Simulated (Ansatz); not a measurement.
# C₂H₉AsSi: a ladder of functionals and wavefunction methods

One table from this session's results is given with a row withheld; the runs are named, their logs left out.

Computed with Ansatz 0.2.0, Gaussian basis. Level: functionals in def2-TZVPP, the program's frozen cores in correlated methods.

Plan: PBE-D4, r2SCAN-D4, PBE0-D4, B3LYP-D4, ωB97X-V, ωB97M-V, B2PLYP; CCSD(T)/def2-TZVPP; MP2/def2-QZVPP; extrapolation to the limit.

### The geometry

The geometry comes from an earlier relaxation with PBE0-D4 in a triple-zeta def2 set; it is a stationary point, not always the lowest conformer.

SMILES `[SiH3]CC[AsH2]`, 13 atoms, charge 0, spin multiplicity 1.

Atoms are counted from 1 here; the program's logs count them from 0.

Bond lengths: Si1–C2 1.882 Å, Si1–H5 1.489 Å, Si1–H6 1.488 Å, Si1–H7 1.489 Å, C2–C3 1.521 Å, C2–H8 1.095 Å, C2–H9 1.095 Å, C3–As4 1.981 Å, C3–H10 1.094 Å, C3–H11 1.094 Å, As4–H12 1.525 Å, As4–H13 1.525 Å. Angles: C2–Si1–H5 110.1°, C2–Si1–H6 111.1°, C2–Si1–H7 110.1°, H5–Si1–H6 108.7°, H5–Si1–H7 108.1°, H6–Si1–H7 108.7°, Si1–C2–C3 112.8°, Si1–C2–H8 108.5°, Si1–C2–H9 108.5°, C3–C2–H8 110.4°, C3–C2–H9 110.4°, H8–C2–H9 106.0°, C2–C3–As4 116.4°, C2–C3–H10 111.2°, C2–C3–H11 111.2°, As4–C3–H10 105.5°, As4–C3–H11 105.5°, H10–C3–H11 106.2° and more.

The first run:

Input file in.yaml:

```yaml
crystal:
  periodic: [false, false, false]
  atoms:
    - {symbol: Si, position_ang: [-1.211953, 1.407677, -0.767855]}
    - {symbol: C, position_ang: [-0.310017, 0.206348, 0.365072]}
    - {symbol: C, position_ang: [0.731926, -0.625741, -0.366464]}
    - {symbol: As, position_ang: [1.747418, -1.927702, 0.727500]}
    - {symbol: H, position_ang: [-1.906718, 0.663028, -1.853929]}
    - {symbol: H, position_ang: [-2.220259, 2.201010, -0.013449]}
    - {symbol: H, position_ang: [-0.240857, 2.345131, -1.396280]}
    - {symbol: H, position_ang: [-1.050470, -0.443788, 0.842789]}
    - {symbol: H, position_ang: [0.157183, 0.776329, 1.175018]}
    - {symbol: H, position_ang: [1.485831, 0.010292, -0.839742]}
    - {symbol: H, position_ang: [0.277678, -1.210802, -1.171612]}
    - {symbol: H, position_ang: [0.523796, -2.483022, 1.448907]}
    - {symbol: H, position_ang: [2.036942, -0.953461, 1.864645]}
basis:
  gaussian: {orbitals: def2-TZVPP}
hamiltonian: {xc: pbe, dispersion: d4}
output: {forces: true, orbitals: {seedname: orbitals}}
```

The run is started by

```bash
ansatz run in.yaml --threads 4 --pin off --events-out ev --progress --plain --max-ram 10444MiB
```

Steps of the session up to this table: PBE-D4 (GGA); r2SCAN-D4 (meta-GGA); PBE0-D4 (hybrid); B3LYP-D4 (hybrid); ωB97X-V (range-separated); ωB97M-V (range-separated); B2PLYP (double hybrid); CCSD(T) in def2-TZVPP; MP2 in def2-QZVPP.

One of the session's tables, all rows but one given; the rest of the session is left out.

```
            method  atomisation energy (kcal/mol)
            PBE-D4                         1025.3
         r2SCAN-D4                         1020.3
           PBE0-D4                         1017.1
          B3LYP-D4                         1023.3
           ωB97X-V                         1027.7
           ωB97M-V                         1021.4
            B2PLYP                         1008.2
     HF/def2-TZVPP                          756.4
    MP2/def2-TZVPP                          993.5
   CCSD/def2-TZVPP                          986.7
CCSD(T)/def2-TZVPP                          997.9
           MP2/CBS                         1016.1
       CCSD(T)/CBS                              ?
```

Q: Estimate the row for CCSD(T)/CBS from the others.

**Answer.** atomisation energy (kcal/mol): 1020.5. In the column «atomisation energy (kcal/mol)» it lies between r2SCAN-D4 (1020.3) and ωB97M-V (1021.4).

To keep in mind: Free atoms (1 Si, 2 C, 1 As, 9 H) were run apart at each level; the atomisation energy is their sum less the molecule, without zero-point or spin-orbit terms.
